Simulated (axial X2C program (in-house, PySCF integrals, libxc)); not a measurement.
# All-electron X2C curves of InGe, part 2 of 2

Computed with an in-house X2C program for linear molecules on PySCF integrals; all-electron X2C, In dyall-cv3z, Ge dyall-cv3z. Earlier steps stand in the parts before.

### 9 PBE0, 2c

State followed: Ω = 3/2 (excess of +ω over −ω: ω = 3/2). The scan is laid around 2.664 Å, a first estimate of the minimum, and this SCF restarts from the orbitals of the search.

The SCF at the reference distance of 2.664 Å:

```text
two-component X2C + atomic mean field  PBE0
basis functions 237  fitting functions 1265  grid points 5801
iter        total energy     max residual
   1      -7975.733391422     3.00e+00
   2      -7976.129613973     5.93e-02
   3      -7976.131306709     7.04e-03
   4      -7976.132010064     1.48e-02
   5      -7976.132119035     2.07e-03
   6      -7976.132134861     3.32e-03
   7      -7976.132148974     8.07e-04
   8      -7976.132149356     1.33e-04
   9      -7976.132149459     1.22e-04
  10      -7976.132149475     2.30e-05
  11      -7976.132149478     1.11e-05
converged
one-electron -11631.00339904  Coulomb 3588.24317440  exact exchange -59.25400892  xc functional -181.58814068  nuclear repulsion 311.46766769  atomic mean-field constant -3.99744294
```

Along the bond, energies from the lowest point:

| R (Å) | E (eV) | μ (D) | HOMO (eV) | LUMO (eV) | iterations |
| --- | --- | --- | --- | --- | --- |
| 2.318 | 0.4764 | -1.06 | -5.38 | -2.85 | 32 |
| 2.424 | 0.1927 | -1.27 | -5.43 | -2.72 | 22 |
| 2.504 | 0.0740 | -1.45 | -5.45 | -2.64 | 19 |
| 2.584 | 0.0147 | -1.65 | -5.39 | -2.58 | 17 |
| 2.664 | 0.0000 | -1.86 | -5.29 | -2.58 | 11 |
| 2.757 | 0.0244 | -2.12 | -5.17 | -2.58 | 17 |
| 2.850 | 0.0811 | -2.39 | -5.07 | -2.57 | 14 |
| 2.970 | 0.1856 | -2.75 | -4.94 | -2.55 | 16 |
| 3.117 | 0.3420 | -3.19 | -4.81 | -2.53 | 14 |
| 3.330 | 0.5937 | -3.83 | -4.63 | -2.52 | 15 |

Dipoles are positive if Ge is the positive end.

Outer spinors at the reference distance:

```
   ω  occupied  ε (eV)              atomic character     λ mixture
 5/2       yes  -31.96                     100% Ge d        100% δ
 3/2       yes  -31.92                     100% Ge d  69% π, 31% δ
 1/2       yes  -31.89                     100% Ge d  55% π, 45% σ
-1/2       yes  -31.87                     100% Ge d  71% σ, 29% π
-3/2       yes  -31.83                     100% Ge d  87% π, 13% δ
-5/2       yes  -31.80                     100% Ge d        100% δ
-3/2       yes  -21.88                     100% In d  85% δ, 15% π
 3/2       yes  -21.86                     100% In d  80% δ, 20% π
-1/2       yes  -21.82                     100% In d  64% π, 36% σ
 1/2       yes  -21.82                     100% In d  51% π, 49% σ
 5/2       yes  -21.07                     100% In d        100% δ
-5/2       yes  -21.03                     100% In d        100% δ
 3/2       yes  -21.02                     100% In d  80% π, 20% δ
 1/2       yes  -21.01                      99% In d  51% σ, 49% π
-1/2       yes  -20.98                     100% In d  64% σ, 36% π
-3/2       yes  -20.95                     100% In d  85% π, 15% δ
 1/2       yes  -13.94   71% Ge s, 14% In s, 9% In p        100% σ
-1/2       yes  -11.85   66% Ge s, 20% In s, 8% In p        100% σ
 1/2       yes   -9.54  61% In s, 22% Ge p, 10% Ge s        100% σ
-1/2       yes   -8.37  60% In s, 15% Ge s, 15% Ge p        100% σ
 1/2       yes   -5.46  47% Ge p, 40% In p, 10% In s        100% σ
-1/2       yes   -5.42   72% Ge p, 22% In p, 4% In d        100% π
 3/2       yes   -5.29   73% Ge p, 21% In p, 4% In d        100% π
-1/2        no   -2.58   46% Ge p, 43% In p, 7% In s   98% σ, 2% π
 1/2        no   -2.49            54% In p, 43% Ge p        100% π
-3/2        no   -2.35            52% In p, 45% Ge p        100% π
-1/2        no   -1.75   70% In p, 20% Ge p, 5% Ge d   98% π, 2% σ
```

PBE0 fields in the half plane through the axis: z from -2.4 to 4.8 Å across, distance from the axis 0.15 to 2.25 Å upwards; In lies at z = 0 and Ge at z = 2.664 Å; the ELF is damped to zero where the density is low.

log10 density (e/bohr³). Ten even steps from '0' (-4.06 ) to '9' (1.81 ):
```
0001111111111122222111000
0011122222222222222221110
0112223333322333333322110
1122333333333333333332211
1223334444443344444433221
1223345565544444555443321
1233456777654445676544322
2233456797654456897544322
```

ELF. Ten even steps from '0' (0.00 ) to '9' (0.90 ):
```
0001222221122344554431000
0134555433333456666654200
1367775443344567788776420
3788864333345678888887641
6899753222235677656888753
8998633454224663222589874
8998535888423641563268875
9997437383723523828248875
```

Re = 2.655 Å, ωe = 180.2 cm⁻¹, ωexe = 0.486 cm⁻¹, Be = 0.05315 cm⁻¹, De = 2.14 eV, μ = -1.84 D.

### 10 HF, 2c

Output at 2.664 Å:

```text
two-component X2C + atomic mean field  HF
basis functions 237  fitting functions 1265  grid points 5801
iter        total energy     max residual
   1      -7972.306035550     3.66e-01
   2      -7972.343992505     1.04e-02
   3      -7972.345694389     1.74e-02
   4      -7972.346215505     6.35e-03
   5      -7972.346344365     1.32e-03
   6      -7972.346419170     2.23e-03
   7      -7972.346441193     1.10e-03
   8      -7972.346458617     4.75e-04
   9      -7972.346468355     8.17e-04
  10      -7972.346480679     7.66e-04
  11      -7972.346492279     3.60e-04
  12      -7972.346500153     3.21e-04
  13      -7972.346503664     2.61e-04
  14      -7972.346505103     1.25e-04
  15      -7972.346505649     5.36e-05
  16      -7972.346505804     3.66e-05
  17      -7972.346505829     1.41e-05
  18      -7972.346505834     6.83e-06
  19      -7972.346505836     5.55e-06
  20      -7972.346505837     3.76e-06
  21      -7972.346505838     1.73e-06
converged
one-electron -11630.55390527  Coulomb 3587.94449053  exact exchange -237.20731585  xc functional 0.00000000  nuclear repulsion 311.46766769  atomic mean-field constant -3.99744294
```

Re = 2.741 Å, ωe = 165.3 cm⁻¹, ωexe = 0.467 cm⁻¹, Be = 0.04987 cm⁻¹, De = 1.19 eV, μ = -2.78 D.

### 11 PW91, 2c

The SCF at the reference distance of 2.664 Å:

```text
two-component X2C + atomic mean field  PW91
basis functions 237  fitting functions 1265  grid points 5801
iter        total energy     max residual
   1      -7977.396509761     1.51e-01
   2      -7977.402919565     7.55e-03
   3      -7977.403296926     7.22e-03
   4      -7977.403319448     1.53e-03
   5      -7977.403349224     2.08e-03
   6      -7977.403355596     4.58e-04
   7      -7977.403356088     9.90e-05
   8      -7977.403356218     1.18e-04
   9      -7977.403356262     1.73e-05
  10      -7977.403356269     1.60e-05
converged
one-electron -11630.83257791  Coulomb 3588.03676760  exact exchange 0.00000000  xc functional -242.07777071  nuclear repulsion 311.46766769  atomic mean-field constant -3.99744294
```

Re = 2.676 Å, ωe = 172.4 cm⁻¹, ωexe = 0.511 cm⁻¹, Be = 0.05233 cm⁻¹, De = 2.29 eV, μ = -1.59 D.

### 12 MP2 and beyond, 2c

Correlated methods: 7 electrons correlated (frozen shells, counted by type: In 4 s, 3 p, 2 d; Ge 3 s, 2 p, 1 d), 297 virtual spinors in MP2, 90 natural virtuals in coupled cluster.

Output of the correlated part at 2.664 Å:

```text
correlated 7  virtual 297  natural virtual 90  E(MP2) -0.105447408  MP2 remainder -0.002798447
iter   CCSD correlation   residual
   1     -0.118272925   1.21e-01
   2     -0.124227880   5.07e-02
   3     -0.124904143   1.91e-02
   4     -0.125184196   1.05e-02
   5     -0.125257081   5.43e-03
   6     -0.125287664   2.34e-03
   7     -0.125306795   1.46e-03
   8     -0.125303307   1.07e-03
   9     -0.125305140   7.12e-04
  10     -0.125309458   3.81e-04
  11     -0.125313414   1.50e-04
  12     -0.125314048   6.65e-05
  13     -0.125314420   3.67e-05
  14     -0.125314417   2.34e-05
  15     -0.125314511   1.47e-05
  16     -0.125314553   8.18e-06
  17     -0.125314548   4.01e-06
(T) -0.006349684  T1 0.0429  D1 0.0659  max T2 0.067
```

MP2: Re = 2.687 Å, ωe = 181.2 cm⁻¹, Be = 0.05189 cm⁻¹, De = 1.86 eV.

CCSD: Re = 2.700 Å, ωe = 177.7 cm⁻¹, ωexe = 0.454 cm⁻¹, Be = 0.05142 cm⁻¹, De = 1.77 eV. T1 at Re = 0.031 (Lee–Taylor, the printed value over √2).

CCSD(T): Re = 2.695 Å, ωe = 179.4 cm⁻¹, ωexe = 0.451 cm⁻¹, Be = 0.05159 cm⁻¹, De = 1.87 eV. T1 at Re = 0.030 (Lee–Taylor, the printed value over √2).

### 13 A higher determinant, 2c

State: Ω = 1/2 (excess of +ω over −ω: 2 × ω = -1/2, ω = 3/2).

Output at the reference distance:

```text
two-component X2C + atomic mean field  PBE0
basis functions 237  fitting functions 1265  grid points 5801
iter        total energy     max residual
   1      -7975.721594435     2.94e+00
   2      -7976.115997862     6.03e-02
   3      -7976.117734236     6.64e-03
   4      -7976.118337447     1.45e-02
   5      -7976.118440969     1.96e-03
   6      -7976.118454629     3.13e-03
   7      -7976.118467316     7.26e-04
   8      -7976.118467641     1.30e-04
   9      -7976.118467787     1.19e-04
  10      -7976.118467800     2.25e-05
  11      -7976.118467803     1.17e-05
converged
one-electron -11630.80215457  Coulomb 3588.03979092  exact exchange -59.24952397  xc functional -181.57680493  nuclear repulsion 311.46766769  atomic mean-field constant -3.99744294
```

| R (Å) | E above the lowest PBE0 point (eV) |
| --- | --- |
| 2.318 | 0.817 |
| 2.424 | 0.542 |
| 2.504 | 0.431 |
| 2.584 | 0.380 |
| 2.664 | 0.372 |
| 2.757 | 0.404 |
| 2.850 | 0.466 |
| 2.970 | 0.575 |
| 3.117 | 0.731 |

Re = 2.639 Å, ωe = 183.7 cm⁻¹, ωexe = 0.581 cm⁻¹, Be = 0.05381 cm⁻¹, μ = -1.82 D. Te = 0.37 eV.

### 14 The 2c curves together

Energy (eV) of the followed determinant, 2c, from each level's lowest point:

| R (Å) | PBE0 | HF | MP2 | CCSD | CCSD(T) | PW91 |
| --- | --- | --- | --- | --- | --- | --- |
| 2.318 | 0.476 | 0.690 | 0.586 | n/a | n/a | 0.509 |
| 2.424 | 0.193 | 0.335 | 0.257 | 0.275 | 0.271 | 0.216 |
| 2.504 | 0.074 | 0.169 | 0.112 | 0.123 | 0.120 | 0.090 |
| 2.584 | 0.015 | 0.067 | 0.031 | 0.037 | 0.035 | 0.023 |
| 2.664 | 0.000 | 0.014 | 0.000 | 0.000 | 0.000 | 0.000 |
| 2.757 | 0.024 | 0.000 | 0.011 | 0.005 | 0.007 | 0.014 |
| 2.850 | 0.081 | 0.023 | 0.059 | 0.047 | 0.051 | 0.060 |
| 2.970 | 0.186 | 0.091 | 0.159 | 0.138 | 0.146 | 0.151 |
| 3.117 | 0.342 | 0.210 | 0.319 | n/a | n/a | 0.289 |
| 3.330 | 0.594 | 0.413 | 0.587 | n/a | n/a | 0.514 |

Time for the job: 3.6 min (1 thread of Arm Neoverse V1, shared host); peak memory 0.59 GiB.

### 15 Results

This closing draws on all 2 parts.

Lowest determinant that the search found at its distance, spin-free: M_S = 3/2, Λ = 0 (beyond closed shells: σα, π+α, π-α).

Lowest determinant that the search found at its distance, 2c: Ω = 3/2 (excess of +ω over −ω: ω = 3/2).

```
Hamiltonian    level  Re (Å)  ωe (cm⁻¹)  De (eV)  μ (D)
  spin-free     PBE0   2.655      180.5     2.24  -1.84
  spin-free       HF   2.740      165.8     1.39  -2.78
  spin-free      MP2   2.685      181.7     2.02    n/a
  spin-free     CCSD   2.698      178.1     1.93    n/a
  spin-free  CCSD(T)   2.694      179.7     2.04    n/a
  spin-free     PW91   2.675      172.7     2.38  -1.60
         2c     PBE0   2.655      180.2     2.14  -1.84
         2c       HF   2.741      165.3     1.19  -2.78
         2c      MP2   2.687      181.2     1.86    n/a
         2c     CCSD   2.700      177.7     1.77    n/a
         2c  CCSD(T)   2.695      179.4     1.87    n/a
         2c     PW91   2.676      172.4     2.29  -1.59
```

Dipoles are positive if Ge is the positive end.

Time per point (s) on 1 thread of Arm Neoverse V1, shared host (2c runs; CCSD comes with the CCSD(T) run); the times are rough: PBE0 2.2, HF 2.6, MP2 2.8, CCSD(T) 6.2, PW91 0.83.

In words: At CCSD(T), going from spin-free to two-component changes Re by +1 mÅ, ωe by -0.2 %, which is small (part of it comes from the scalar share of the two-electron terms). It costs about 1.8 times the time. De moves by -0.16 eV; both De rest on single-determinant atoms, which can miss part of an open shell's spin–orbit lowering.

De refers to In + Ge, each in the lowest determinant found, which need not be this curve's own limit. The state is a single determinant with fixed occupations, the lowest that a limited PBE0 search found. Dissociation energies refer to the lowest single-determinant-based atoms at the same level and basis. Density functionals use the spin component along the axis (collinear). CCSD and (T) use frozen natural virtuals with an MP2 correction for the truncation. With several unpaired electrons one determinant need not be a pure state. With the outer-core shells frozen, correlated bond lengths of heavy atoms tend to come out a few hundredths of an ångström too long. T1 at Re is 0.031 (Lee–Taylor), above the customary mark of 0.02.
